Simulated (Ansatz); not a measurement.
## Hf, space group Fm-3m: a single point from a YAML input, step by step

Computed with Ansatz 0.2.0, Python API.

`scf.yaml`
```yaml
crystal:
  lattice:
    - [0.0, 2.22, 2.22]
    - [2.22, 0.0, 2.22]
    - [2.22, 2.22, 0.0]
  atoms:
    - { symbol: Hf, position: [0.0, 0.0, 0.0] }
kpoints:
  mp_grid: { kspacing: 0.3 }
hamiltonian:
  xc: r2scan
  hubbard: { sites: [{ species: Hf, l: d, u_eff: 5.0 }], double_counting: amf }
scf:
  occupations: { method: cold, width: 0.15 }
basis:
  ecutwfc: 600
output:
  stress: true
  eigenvalues: true
```

Run as a notebook:

**Cell 1**
```python
from collections import Counter
import warnings

import ansatz as az
import numpy as np

warnings.simplefilter("ignore", az.DeckWarning)
```

**Cell 2**
```python
outcome = az.Session.from_deck("scf.yaml").plan(threads=1).execute()
summary = outcome.report
```

**Cell 3**
```python
summary["n_kpoints"], summary["n_symmetry_ops"], summary["n_pw"]
```
Output:
```text
(35, 48, 725)
```

**Cell 4**
```python
{key: value for key, value in summary.items() if isinstance(value, (int, float)) and "ev" in key}
```
Output:
```text
{'n_hpsi_unsolved_levels': 662,
 'gap_by_band_count_ev': -1.8516913295594364,
 'fermi_energy_ev': 20.032382325208918,
 'harris_foulkes_ev': -15733.006944855695,
 'free_energy_ev': -15733.006944856625,
 'internal_energy_ev': -15733.006112290734,
 'lagrangian_ev': -15733.006944856625,
 'energy_sigma0_ev': -15733.006667334661,
 'lagrangian_sigma0_ev': -15733.006667334661,
 'lagrangian_above_aufbau_ev': 0.000815229773888718,
 'entropy_ts_ev': 0.0008325658915600852,
 'loop_fermi_energy_ev': 20.032382325208918,
 'occupations_fermi_energy_ev': 20.032382325208918}
```

**Cell 5**
```python
n_atoms = len(summary["lattice"]["sites"])
print("F =", round(summary["free_energy_ev"], 4), "eV for", n_atoms, "atoms")
print("E(sigma -> 0) =", round(summary["energy_sigma0_ev"], 4), "eV, TS =", round(summary["entropy_ts_ev"], 5), "eV")
print("closed by", summary["closed_by"], "after", summary["n_iterations"], "iterations")

fermi = summary["fermi_energy_ev"]
print("levels less the Fermi level (eV) at the first k-points (first spin channel where there are two)")
for k, levels in list(zip(summary["kpoints_frac"], summary["eigenvalues_ev"]))[:3]:
    print("k = ({:.3f}, {:.3f}, {:.3f})".format(*k))
    print("   ", " ".join(f"{e - fermi:.3f}" for e in levels))
```
Output:
```text
F = -15733.0069 eV for 1 atoms
E(sigma -> 0) = -15733.0067 eV, TS = 0.00083 eV
closed by deck_thresholds after 8 iterations
levels less the Fermi level (eV) at the first k-points (first spin channel where there are two)
k = (0.000, 0.000, 0.000)
    -63.325 -30.905 -30.905 -30.905 -11.749 -11.722 -11.722 -11.722 -11.639 -11.639 -11.639 -7.554 1.461 1.461 1.461 5.051 5.051
k = (0.000, 0.000, 0.111)
    -63.317 -31.019 -30.919 -30.919 -11.742 -11.723 -11.717 -11.717 -11.649 -11.649 -11.639 -7.103 1.013 1.671 1.671 4.832 4.832
k = (0.000, 0.000, 0.222)
    -63.297 -31.298 -30.955 -30.955 -11.738 -11.714 -11.705 -11.705 -11.669 -11.669 -11.638 -5.924 0.212 1.981 1.981 4.746 4.746
```

**Cell 6**
```python
# pressure is a third of the trace
sigma = summary["stress_gpa"]
voigt = [sigma[0][0], sigma[1][1], sigma[2][2], sigma[1][2], sigma[0][2], sigma[0][1]]
print("stress xx yy zz yz xz xy (GPa, compression positive):", " ".join(f"{s:.3f}" for s in voigt))
print("P =", round(10 * float(np.mean(voigt[:3])), 2), "kbar")
```
Output:
```text
stress xx yy zz yz xz xy (GPa, compression positive): 4.122 4.122 4.122 -0.000 0.000 0.000
P = 41.22 kbar
```

**Cell 7**
```python
told = Counter((n["data"]["severity"], n["data"]["kind"]) for n in outcome.notices if n["event"] == "notice")
for (severity, kind), count in sorted(told.items()):
    print(f"{severity:8s} {kind} x{count}")
```
Output:
```text
audit    band_cg_iterations x1
audit    preconditioner_resolved x1
doubt    filled_band_counts_differ_across_k_points x1
```

**Cell 8**
```python
print("energy terms (eV)")
for term, value in summary["components"].items():
    if abs(value) > 1e-9:
        print(f"  {term:26s} {value:16.5f}")
```
Output:
```text
energy terms (eV)
  e_band                             34.60174
  e_kinetic                         425.54802
  e_local                         -5013.43499
  e_nonlocal                      -1248.61321
  e_hartree                        2365.29094
  e_xc                             -283.68441
  e_vxc                            -293.81716
  e_hubbard                          -0.05581
  e_vhub                             -0.11162
  e_paw                           -6952.50176
  e_vpaw                           1419.91801
  e_augmentation_tail                -0.00000
  e_vtau                             14.53022
  e_ewald                         -5025.87642
  e_core_change                       0.32152
  e_smearing                         -0.00083
```

Caveats:
- These settings explore the input space; cutoff and mesh may be short of convergence.
- The energy terms are those on the plane-wave grid, with the one-centre PAW part apart; e_band, e_vxc and e_vpaw aren't summands of the total.
- The computed bands are complete only to about 4.7 eV above the Fermi level.
- For a metal this k-point mesh is coarse: on a finer one energies can move by several to tens of meV an atom and pressures by half a GPa or more, differences at one mesh by less.
- The zero of the levels is a convention of the potentials, so an absolute Fermi energy is no work function.
- A gap by band count of zero or less means overlapping bands, a metal.
- A Hubbard U without spin forces both spins into the same orbitals, which can open a gap or pick a state that a spin-polarised run wouldn't.
- This isn't the structure that Hf takes at ambient conditions.
- Gaps and levels are Kohn-Sham values on a finite set of k-points, without spin-orbit coupling.
- The script silences the warnings on its input, which a real study should read.
- Hardware and time: 4.7 s on 1 thread of Arm Neoverse V1 (shared host), peak memory 0.44 GiB.
